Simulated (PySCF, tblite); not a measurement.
**C₃H₁₀N₂Si: a rotation path, then NMR shifts on frames, part 1 of 2**

How do NMR shifts of C₃H₁₀N₂Si (`C=N[Si@@H](C)NC`) change as the atoms move?

Computed with tblite 0.8.0 and PySCF 2.14.0, with density-fitted response routines of our own, on a single molecule in the gas phase. Atoms are numbered from 0 throughout.

## Step 1: The molecule as given

16 atoms, charge 0, multiplicity 1; geometry from: GFN2-xTB.

Bonds of the start (Å): C0–N1 1.24, N1–Si2 1.73, Si2–C3 1.91, Si2–N4 1.72, N4–C5 1.44, C0–H6 1.09, C0–H7 1.09, Si2–H8 1.47, C3–H9 1.09, C3–H10 1.09, C3–H11 1.09, N4–H12 1.01, C5–H13 1.09, C5–H14 1.10, C5–H15 1.09.

## Step 2: A band between two rotamers with GFN2-xTB

What the job is given:

```
{"job": {"kind": "neb", "xc": "GFN2-xTB", "basis": "xTB", "atoms": [3, 2, 4, 5], "turn": 120}, "charge": 0, "multiplicity": 1}
C      2.610116    -1.261732    -0.326735
N      1.430369    -0.896184    -0.478609
Si     0.381350     0.087615     0.485579
C      0.265634     1.751159    -0.436445
N     -1.052852    -0.860925     0.522854
C     -2.312865    -0.348862     0.998461
H      3.090717    -1.853707    -1.103345
H      3.230849    -1.037907     0.546666
H      0.752276     0.331373     1.888547
H     -0.547031     2.350435    -0.036467
H      1.178285     2.332465    -0.347123
H      0.074244     1.600565    -1.495225
H     -1.173936    -1.549958    -0.203470
H     -2.126924     0.315299     1.839572
H     -2.857357     0.217305     0.232973
H     -2.950473    -1.167998     1.337549
```

Method: GFN2-xTB climbing-image nudged elastic band, gas phase.

Started as:

```bash
$ OMP_NUM_THREADS=1 python probes_run.py task.json out
```

This one command runs all jobs of the session in turn.

The log of the run:

```text
image   E - E0 / eV
  0       0.0000
  1       0.0034
  2       0.0144
  3       0.0295
  4       0.0416
  5       0.0457
  6       0.0424
  7       0.0380
  8       0.0308
```

It took 11 s on 1 thread of Intel Xeon at 2.50GHz, shared host; peak memory 0.19 GiB.

The final band, with the dihedral C3–Si2–N4–C5:

```csv
image,dihedral (°),energy (eV),energy (kcal/mol)
0,-54,0.000,0.0
1,-44,0.003,0.1
2,-33,0.014,0.3
3,-21,0.029,0.7
4,-8,0.042,1.0
5,6,0.046,1.1
6,20,0.042,1.0
7,33,0.038,0.9
8,39,0.031,0.7
```

## Step 3: Nuclear shieldings: image 0, PBE0/pcSseg-1

What the job is given:

```
{"job": {"kind": "nmr", "xc": "PBE0", "basis": "pcSseg-1", "pop": false}, "charge": 0, "multiplicity": 1}
C      2.610100    -1.261700    -0.326700
N      1.430400    -0.896200    -0.478600
Si     0.381400     0.087600     0.485600
C      0.265600     1.751200    -0.436400
N     -1.052900    -0.860900     0.522900
C     -2.312900    -0.348900     0.998500
H      3.090700    -1.853700    -1.103300
H      3.230800    -1.037900     0.546700
H      0.752300     0.331400     1.888500
H     -0.547000     2.350400    -0.036500
H      1.178300     2.332500    -0.347100
H      0.074200     1.600600    -1.495200
H     -1.173900    -1.550000    -0.203500
H     -2.126900     0.315300     1.839600
H     -2.857400     0.217300     0.233000
H     -2.950500    -1.168000     1.337500
```

Level: GIAO PBE0/pcSseg-1 NMR shielding, non-relativistic, gas phase.

The log of the run:

```text
coarse grid: 13208 points
cycle   1  E = -518.8030478095  dE =  5.018e-01  |g| = 5.780e-01  |ddm| = 3.456e+00
cycle   2  E = -518.7109028148  dE =  9.214e-02  |g| = 8.634e-01  |ddm| = 1.264e+00
cycle   3  E = -518.8781157386  dE = -1.672e-01  |g| = 1.419e-01  |ddm| = 8.232e-01
cycle   4  E = -518.8823562837  dE = -4.241e-03  |g| = 3.861e-02  |ddm| = 1.112e-01
cycle   5  E = -518.8826538732  dE = -2.976e-04  |g| = 1.177e-02  |ddm| = 3.563e-02
cycle   6  E = -518.8826811785  dE = -2.731e-05  |g| = 3.382e-03  |ddm| = 1.193e-02
cycle   7  E = -518.8826836652  dE = -2.487e-06  |g| = 5.046e-04  |ddm| = 3.172e-03
final grid: 121256 points
cycle   8  E = -518.9130632819  dE = -2.692e-05  |g| = 8.046e-03  |ddm| = 1.948e-02
cycle   9  E = -518.9130577992  dE =  5.483e-06  |g| = 9.473e-03  |ddm| = 1.496e-02
cycle  10  E = -518.9130787377  dE = -2.094e-05  |g| = 1.240e-03  |ddm| = 8.276e-03
cycle  11  E = -518.9130790520  dE = -3.142e-07  |g| = 3.329e-04  |ddm| = 9.446e-04
cycle  12  E = -518.9130790737  dE = -2.170e-08  |g| = 1.017e-04  |ddm| = 2.910e-04
cycle  13  E = -518.9130790757  dE = -2.065e-09  |g| = 3.088e-05  |ddm| = 1.022e-04
cycle  14  E = -518.9130790759  dE = -1.910e-10  |g| = 6.285e-06  |ddm| = 3.040e-05
converged SCF energy = -518.9130790759

GIAO shielding tensors (ppm)
atom      isotropic    diamagn.    paramagn.     s11        s22        s33       span
  0 C       16.574     251.315    -234.742    -77.952      0.158    127.515    205.467
  1 N     -161.796     333.653    -495.449   -559.998   -195.989    270.597    830.595
  2 Si     366.700     882.860    -516.160    318.905    364.974    416.222     97.317
  3 C      186.151     257.103     -70.952    180.341    184.051    194.060     13.719
  4 N      248.763     325.376     -76.613    208.037    250.656    287.596     79.558
  5 C      157.505     242.291     -84.787    132.504    154.449    185.561     53.057
  6 H       23.173      28.522      -5.348     21.757     23.038     24.725      2.967
  7 H       22.955      29.379      -6.424     20.937     21.926     26.002      5.065
  8 H       26.471      31.213      -4.741     22.465     25.328     31.621      9.157
  9 H       31.473      32.262      -0.789     27.300     29.967     37.151      9.851
 10 H       31.932      31.335       0.597     28.089     28.780     38.927     10.838
 11 H       31.501      32.854      -1.353     27.721     28.752     38.031     10.310
 12 H       31.540      34.864      -3.323     22.532     29.912     42.177     19.646
 13 H       29.170      29.130       0.040     25.506     27.173     34.831      9.325
 14 H       28.798      29.065      -0.267     23.495     27.268     35.631     12.136
 15 H       28.804      27.165       1.639     23.557     26.761     36.095     12.537
```

Wall time 44 s (1 thread of Intel Xeon at 2.50GHz, shared host); peak memory 0.73 GiB.

Shifts follow as δ = σ(reference) − σ, with reference shieldings (ppm) from runs at the same level and on the same kind of geometry: ¹H TMS 31.72, ¹³C TMS 186.9, ²⁹Si TMS 349.2, ¹⁵N NH3 267.7. The references are single molecules in the gas phase, so shifts against H2O, NH3, PH3, H3PO4 or CFCl3 are not on the usual liquid scales and can be off by tens of ppm. Each atom is listed at this fixed geometry, with no averaging over motion; a spectrum would average atoms that exchange fast.

```csv
atoms,environment,σ (ppm),δ (ppm)
C0,C=N carbon,16.6,170.4
C5,methyl carbon bonded to N,157.5,29.4
C3,methyl carbon bonded to Si,186.2,0.8
H7,hydrogen on a C=N carbon,22.95,8.76
H6,hydrogen on a C=N carbon,23.17,8.54
H8,"hydrogen on a silicon bonded to C, 2 N",26.47,5.25
H14,hydrogen on a methyl carbon bonded to N,28.80,2.92
H15,hydrogen on a methyl carbon bonded to N,28.80,2.91
H13,hydrogen on a methyl carbon bonded to N,29.17,2.55
H9,hydrogen on a methyl carbon bonded to Si,31.47,0.24
H11,hydrogen on a methyl carbon bonded to Si,31.50,0.22
H12,"hydrogen on a nitrogen bonded to C, Si",31.54,0.18
H10,hydrogen on a methyl carbon bonded to Si,31.93,-0.21
N1,imine nitrogen,-161.8,429.5
N4,"nitrogen bonded to C, Si, H",248.8,19.0
Si2,"silicon bonded to C, 2 N, H",366.7,-17.5
```

## Step 4: Shielding tensors: image 2, PBE0/pcSseg-1

What the job is given:

```
{"job": {"kind": "nmr", "xc": "PBE0", "basis": "pcSseg-1", "pop": false}, "charge": 0, "multiplicity": 1}
C      2.602500    -1.266500    -0.423600
N      1.418100    -0.889100    -0.485300
Si     0.429100     0.064400     0.567900
C      0.219900     1.741500    -0.304100
N     -1.015300    -0.861900     0.682000
C     -2.327700    -0.287300     0.841800
H      3.020600    -1.843000    -1.245700
H      3.283500    -1.067900     0.408800
H      0.921200     0.294700     1.938000
H     -0.557300     2.322100     0.183200
H      1.132800     2.328700    -0.279800
H     -0.064500     1.612800    -1.344100
H     -1.045000    -1.746900     0.200600
H     -2.248000     0.618400     1.437900
H     -2.791800    -0.025800    -0.116600
H     -2.985800    -0.985200     1.363800
```

Level: GIAO PBE0/pcSseg-1 NMR shielding, non-relativistic, gas phase.

The log of the run:

```text
coarse grid: 13208 points
cycle   1  E = -518.8002552707  dE =  5.058e-01  |g| = 5.798e-01  |ddm| = 3.458e+00
cycle   2  E = -518.7077394612  dE =  9.252e-02  |g| = 8.652e-01  |ddm| = 1.276e+00
cycle   3  E = -518.8757031530  dE = -1.680e-01  |g| = 1.399e-01  |ddm| = 8.319e-01
cycle   4  E = -518.8797900349  dE = -4.087e-03  |g| = 3.979e-02  |ddm| = 1.110e-01
cycle   5  E = -518.8801089999  dE = -3.190e-04  |g| = 1.153e-02  |ddm| = 3.700e-02
cycle   6  E = -518.8801351777  dE = -2.618e-05  |g| = 3.287e-03  |ddm| = 1.182e-02
cycle   7  E = -518.8801375579  dE = -2.380e-06  |g| = 4.695e-04  |ddm| = 3.106e-03
final grid: 121256 points
cycle   8  E = -518.9108832173  dE = -2.661e-05  |g| = 8.271e-03  |ddm| = 2.097e-02
cycle   9  E = -518.9108773284  dE =  5.889e-06  |g| = 9.760e-03  |ddm| = 1.552e-02
cycle  10  E = -518.9108995986  dE = -2.227e-05  |g| = 1.118e-03  |ddm| = 8.629e-03
cycle  11  E = -518.9108998490  dE = -2.504e-07  |g| = 3.224e-04  |ddm| = 8.694e-04
cycle  12  E = -518.9108998691  dE = -2.003e-08  |g| = 1.068e-04  |ddm| = 2.806e-04
cycle  13  E = -518.9108998714  dE = -2.306e-09  |g| = 3.123e-05  |ddm| = 1.115e-04
cycle  14  E = -518.9108998716  dE = -1.934e-10  |g| = 5.465e-06  |ddm| = 2.964e-05
converged SCF energy = -518.9108998716

GIAO shielding tensors (ppm)
atom      isotropic    diamagn.    paramagn.     s11        s22        s33       span
  0 C       15.100     251.228    -236.128    -80.972     -2.083    128.354    209.326
  1 N     -165.482     333.262    -498.743   -566.501   -195.699    265.756    832.257
  2 Si     368.185     882.750    -514.565    323.747    369.931    410.876     87.129
  3 C      187.065     256.922     -69.858    181.962    184.981    194.252     12.290
  4 N      253.934     325.519     -71.585    206.582    258.593    296.628     90.046
  5 C      156.841     242.294     -85.453    132.729    152.834    184.960     52.230
  6 H       23.080      28.658      -5.578     21.720     22.868     24.652      2.932
  7 H       22.898      29.226      -6.328     20.814     21.913     25.967      5.154
  8 H       26.353      30.822      -4.469     22.162     25.144     31.752      9.590
  9 H       31.420      32.214      -0.794     27.129     30.001     37.130     10.001
 10 H       31.878      31.238       0.640     28.068     28.627     38.940     10.872
 11 H       31.368      32.968      -1.600     27.433     28.656     38.014     10.582
 12 H       31.857      34.689      -2.832     22.591     30.113     42.866     20.275
 13 H       29.210      29.508      -0.299     25.361     27.649     34.619      9.258
 14 H       28.703      29.323      -0.620     23.574     26.913     35.621     12.046
 15 H       28.828      27.185       1.643     23.604     26.772     36.108     12.504
```

Run time: 36 s. Hardware: 1 thread of Intel Xeon at 2.50GHz, shared host; peak memory 0.76 GiB.

Key values: δ C0 171.8, C5 30.1, C3 -0.1, N1 433.2, H7 8.82, H6 8.64 ppm.

(Continued in part 2 of 2.)
